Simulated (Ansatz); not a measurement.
# Ag6HAu6: the cost of one run

Program: Ansatz 0.2.0. Level of theory: DFT LDA, plane waves, PAW, scalar-relativistic, no spin polarisation. These are calculated values, not measurements.

## (1) The structure to begin with

The cell holds 13 atoms (Ag6Au6H): a = 5.870 Å, b = 8.806 Å, c = 4.697 Å, α = 90.00°, β = 90.00°, γ = 120.00°.

Structure file:

```xyz
13
Lattice="5.8703 0.0000 0.0000 -4.4028 7.6258 0.0000 0.0000 0.0000 4.6969" Properties=species:S:1:pos:R:3 pbc="T T T"
Ag    0.0000    0.0000    2.3485
Au    1.4676    0.8473    0.0000
Ag   -1.4676    2.5419    2.3485
Au    0.0000    3.3892    0.0000
Ag   -2.9352    5.0839    2.3485
Au   -1.4676    5.9312    0.0000
Ag    2.9352    0.0000    2.3485
Au    4.4027    0.8473    0.0000
Ag    1.4676    2.5419    2.3485
Au    2.9352    3.3892    0.0000
Ag    0.0000    5.0839    2.3485
Au    1.4676    5.9312    0.0000
H    -2.8460    6.7381    3.5408
```

## (2) Preparing the start

Contents of input.yaml:

```yaml
accuracy: low
crystal:
  lattice:
    - [5.870333, 0.0, 0.0]
    - [-4.40275, 7.625787, 0.0]
    - [0.0, 0.0, 4.696905]
  atoms:
    - { symbol: Ag, position: [0.0, 0.0, 0.5] }
    - { symbol: Au, position: [0.3333333, 0.1111111, 0.0] }
    - { symbol: Ag, position: [0.0, 0.3333333, 0.5] }
    - { symbol: Au, position: [0.3333333, 0.4444444, 0.0] }
    - { symbol: Ag, position: [0.0, 0.6666667, 0.5] }
    - { symbol: Au, position: [0.3333333, 0.7777778, 0.0] }
    - { symbol: Ag, position: [0.5, 0.0, 0.5] }
    - { symbol: Au, position: [0.8333333, 0.1111111, 0.0] }
    - { symbol: Ag, position: [0.5, 0.3333333, 0.5] }
    - { symbol: Au, position: [0.8333333, 0.4444444, 0.0] }
    - { symbol: Ag, position: [0.5, 0.6666667, 0.5] }
    - { symbol: Au, position: [0.8333333, 0.7777778, 0.0] }
    - { symbol: H, position: [0.1778924, 0.8835927, 0.7538578] }
basis:
  ecutwfc: 420.0
kpoints:
  mp_grid: { grid: [3, 2, 3] }
hamiltonian:
  xc: lda
scf:
  occupations: { method: fermi_dirac, width: 0.05 }
  lower_state_search: "off"
relax:
  f_tol: 0.08
  max_steps: 25
  adjacent_minimum: "off"
```

Launch:

```console
ansatz run input.yaml --threads 4 --pin off --max-ram 10240MiB --backend cpu --events-out ev --progress --plain --runs-dir out
```

Q: Estimate wall time and peak memory on 4 threads of AMD EPYC 7R13 (Zen 3), shared host.

About 36 s, with a peak of 1 GiB.
